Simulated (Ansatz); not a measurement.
# InN2 (quartet): from Hartree-Fock to the top rungs, def2-SVP

The task here is to estimate one member of a computed series from the others.

Program: Ansatz 0.2.0, Gaussian basis. Level of theory: def2-SVP, core rule «outside noble gas», up to 11 orbitals frozen. These are calculated values, not measurements.

The runs, in order: UHF; CCSD(T) on ROHF; CCSD(T) on UHF; BCCD(T) on ROHF; CISD; CCSDT(Q) on ROHF; CCSDT(Q) on UHF.

50 further runs of the same task are left out: 15 for a known fault of the program, 19 that didn't finish, 16 set aside as unsound or not needed.

### What is computed

The geometry is a PBE0/def2-TZVP stationary point (not a proven minimum) of the parent state, kept for this charge and spin. No spin-orbit coupling is included. Elements past krypton take def2 core potentials.

3 atoms, charge 0, spin multiplicity 4.

Atoms are counted from 1 here; the program's logs count them from 0.

Bond lengths: In1–N2 2.081 Å, In1–N3 1.936 Å. Angles: N2–In1–N3 180.0°.

Geometry (Å):

```xyz
3

In    0.0000    0.0000    0.0483
N     0.0000    0.0000   -2.0322
N     0.0000    0.0000    1.9839
```

The first run:

in.yaml reads:

```yaml
crystal:
  periodic: [false, false, false]
  atoms:
    - {symbol: In, position_ang: [0.000000, 0.000000, 0.048303]}
    - {symbol: N, position_ang: [0.000000, 0.000000, -2.032231]}
    - {symbol: N, position_ang: [0.000000, 0.000000, 1.983927]}
basis:
  gaussian: {orbitals: def2-SVP}
magnetization: {spin_polarized: true, initial_magnetization: 3}
hamiltonian: {xc: hf}
output: {orbitals: {seedname: orbitals}}
```

Started as:

```
> ansatz run in.yaml --threads 1 --pin off --events-out ev --progress --plain --max-ram 2393MiB
```

Steps of the session up to this table: UHF; CCSD(T) on ROHF; CCSD(T) on UHF; BCCD(T) on ROHF; CISD; CCSDT(Q) on ROHF; CCSDT(Q) on UHF.

One of the session's tables, all rows but one given; the rest of the session is left out.

| method | from RCCSDT(Q) (kcal/mol) |
| --- | --- |
| UHF | ? |
| RMP2 | +20.11 |
| UMP2 | +49.79 |
| RCCSD | +17.23 |
| UCCSD | +13.07 |
| RCCSD(T) | +3.94 |
| UCCSD(T) | +4.24 |
| BCCD(T) | +4.18 |
| RCCSDT | +2.70 |
| UCCSDT | +1.67 |
| RCCSDT(Q) | 0 |
| UCCSDT(Q) | -0.16 |

Q: Estimate the row for UHF from the others.

**Answer.** from RCCSDT(Q) (kcal/mol): +200.76. In the column «from RCCSDT(Q) (kcal/mol)» it is the highest.

Not comparable, so not listed: CISD (they don't share determinant, frozen orbitals or solution with the rows shown, or repeat one).

Limits of these values: The determinant is far from a pure spin state, so its energy mixes those of several spin states (harmless only where they are near-degenerate, as at dissociation). The report flags that the cluster equations may have other roots. Left out of the table: ROHF (another determinant or state than the rows shown). The program flags RCCSD(T), BCCD(T), RCCSDT(Q) as in doubt, so the zero of the table is itself unsure. Warnings: spin contamination; coupled cluster took another determinant than the lowest; large T1 diagnostic. Restricted and unrestricted rows rest on different reference determinants; where their highest levels disagree by more than a few hundredths of an eV, they describe different states and don't form one ladder.
